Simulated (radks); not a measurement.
# Ionisation of Ba: one atom, several choices of functional

One table from this session's results is given with a row withheld; the runs are named, their logs left out.

The numbers are computed with radks (a radial shooting solver on a logarithmic mesh, Libxc functionals) version 1 (Dirac Kohn-Sham, spin-unpolarised, spherical densities, point nucleus), except any that are marked as measured or tabulated.

### The system

| Item | Value |
| --- | --- |
| element | barium (Z = 56) |
| charge | 0 |
| electrons | 56 |
| configuration | [Xe] 6s2 |
| ion | Ba⁺, [Xe] 6s1 |
| choices | PW91; B86b exchange with PBE correlation; LDA (Slater exchange, VWN5 correlation); OLYP; exchange-only PBE; exchange-only LDA; SOGGA |

The outer shells:

Ba
```
[Xe] core
6s [↑↓]
```

Ba⁺
```
[Xe] core
6s [↑ ]
```

Set-up of the first run:

Settings of this run:

```text
Z 56
configuration [Xe] 6s2
relativity Dirac
functional pw91,pw91
spin unpolarised
j_filling energy
nucleus point
c 137.035999084
```

Among the steps run: PW91: Ba; PW91: Ba⁺; B86b exchange with PBE correlation: Ba; B86b exchange with PBE correlation: Ba⁺; LDA (Slater exchange, VWN5 correlation): Ba; LDA (Slater exchange, VWN5 correlation): Ba⁺; OLYP: Ba; OLYP: Ba⁺; exchange-only PBE: Ba; exchange-only PBE: Ba⁺; exchange-only LDA: Ba; exchange-only LDA: Ba⁺; SOGGA: Ba; SOGGA: Ba⁺.

One table of the session follows, with a row left open; its other results are not shown here.

| functional | Δ-SCF (eV) | −ε(HOMO) (eV) | <r> HOMO (bohr) |
| --- | --- | --- | --- |
| PW91 | ? | ? | ? |
| B86b exchange with PBE correlation | 5.384 | 3.246 | 4.781 |
| LDA (Slater exchange, VWN5 correlation) | 5.536 | 3.345 | 4.722 |
| OLYP | 5.019 | 2.934 | 4.888 |
| exchange-only PBE | 4.815 | 2.656 | 4.934 |
| exchange-only LDA | 4.729 | 2.580 | 4.881 |
| SOGGA | 5.283 | 3.175 | 4.791 |

Estimate the missing values for PW91.

The run gave: Δ-SCF (eV): 5.392; −ε(HOMO) (eV): 3.260; <r> HOMO (bohr): 4.781. In the column «Δ-SCF (eV)» it lies between B86b exchange with PBE correlation (5.384) and LDA (Slater exchange, VWN5 correlation) (5.536).

Spin polarisation and multiplet splitting are left out, so open shells lie too high by an amount that depends on their filling.
